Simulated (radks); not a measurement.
# Ru³⁺ in [Ar] 3d10 4s2 4p4 4d5 5p2: an all-electron calculation

One table from this session's results is given with a row withheld; the runs are named, their logs left out.

The numbers are computed with radks (a radial shooting solver on a logarithmic mesh, Libxc functionals) version 1 (Dirac Kohn-Sham, PBE, spin-unpolarised, spherical densities, finite nucleus; open shells are shared between the two j in proportion to 2j + 1), except any that are marked as measured or tabulated.

## The system

| Property | Result |
| --- | --- |
| element | ruthenium (Z = 44) |
| charge | +3 |
| electrons | 41 |
| configuration | [Ar] 3d10 4s2 4p4 4d5 5p2 |
| nuclear rms radius | 4.4809 fm |

The outer shells:

Ru³⁺
```
[Ar] core
3d [↑↓][↑↓][↑↓][↑↓][↑↓]
4s [↑↓]
4p [↑↓][↑ ][↑ ]
4d [↑ ][↑ ][↑ ][↑ ][↑ ]
5p [↑ ][↑ ][  ]
```

Set-up of the first run:

Input:

```text
Z 44
configuration [Ar] 3d10 4s2 4p4 4d5 5p2
relativity Dirac
functional pbe,pbe
spin unpolarised
j_filling average
nucleus finite rms 4.4809 fm
c 137.035999084
```

Steps of the session up to this table: Self-consistent calculation.

One of the session's tables, all rows but one given; the rest of the session is left out.

It belongs to the step «Orbitals and density». From the orbitals of this run (lengths in bohr):

```
level      <r>  outermost maximum (interpolated)  90 % within  nodes
1s1/2  0.03344                            0.0217       0.0599      0
2s1/2   0.1453                             0.123        0.225      1
2p1/2   0.1236                            0.0955        0.202      0
2p3/2   0.1284                            0.0995        0.209      0
3s1/2   0.4022                             0.362        0.594      2
3p1/2        ?                                 ?            ?      ?
3p3/2   0.4059                             0.358        0.612      1
3d3/2   0.3814                             0.299        0.607      0
3d5/2   0.3849                             0.302        0.612      0
4s1/2   0.9914                             0.905         1.43      3
4p1/2    1.059                             0.949         1.55      2
4p3/2    1.084                             0.971         1.59      2
4d3/2    1.314                              1.11         2.00      1
4d5/2    1.324                              1.12         2.01      1
5p1/2    2.660                              2.43         3.81      3
5p3/2    2.713                              2.49         3.88      3
```

Q: Estimate the row for 3p1/2 from the others.

**Answer.** <r>: 0.3953; outermost maximum (interpolated): 0.348; 90 % within: 0.597; nodes: 1. In the column «<r>» it lies between 3d5/2 (0.3849) and 3s1/2 (0.4022).
